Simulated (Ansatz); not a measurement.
The system is SrLiH3.

```
Sr Li H
1.0
     4.63079    0.00000    0.00000
     0.00000    4.63079    0.00000
     0.00000    0.00000    4.63079
Sr Li H
1 1 3
Direct
  0.50000 0.50000 0.50000
  0.00000 0.00000 0.00000
  0.50000 0.50000 0.00000
  0.50000 0.00000 0.50000
  0.00000 0.50000 0.50000
```

The cell comes from a database or a generator and needn't be the stable form of this composition.

- Program: Ansatz 0.2.0
- Task: single point
- Functional: PBE
- Potentials or basis: Ansatz PAW
- Cutoff: 420 eV (not typed: the program's choice for these potentials)
- k mesh: 6 × 6 × 6
- Occupations: fermi-dirac, width 0.05 eV
- Spin: no spin polarisation

On this cell: pressure 0.2 GPa; largest force zero by symmetry; band gap on the k mesh 1.83 eV, indirect (least direct gap 2.25 eV).

The same run follows on a disturbed copy (atoms moved at random, drawn with an rms of 0.05 Å):

```
Sr Li H
1.0
     4.63079    0.00000    0.00000
     0.00000    4.63079    0.00000
     0.00000    0.00000    4.63079
Sr Li H
1 1 3
Direct
  0.50328 0.49434 0.50193
  0.00202 0.00536 0.98780
  0.50090 0.50202 0.99906
  0.50557 0.00706 0.48784
  0.98857 0.51316 0.49211
```

What does the disturbed cell give?

The energy moves by +5.4 meV/atom; pressure 0.2 GPa; largest force 0.543 eV/Å; band gap on the k mesh 1.83 eV, indirect (least direct gap 2.24 eV).

Forces in eV/Å, atoms in the order of the input:
```
Sr  -0.361  0.379 -0.146
Li  -0.013 -0.053  0.041
H   -0.017 -0.025  0.044
H   -0.003 -0.309  0.024
H    0.394  0.008  0.036
```

Stress tensor (GPa, compression positive):
```
 0.27  0.03 -0.03
 0.03  0.27  0.02
-0.03  0.02  0.17
```

A k mesh can miss the band edges.
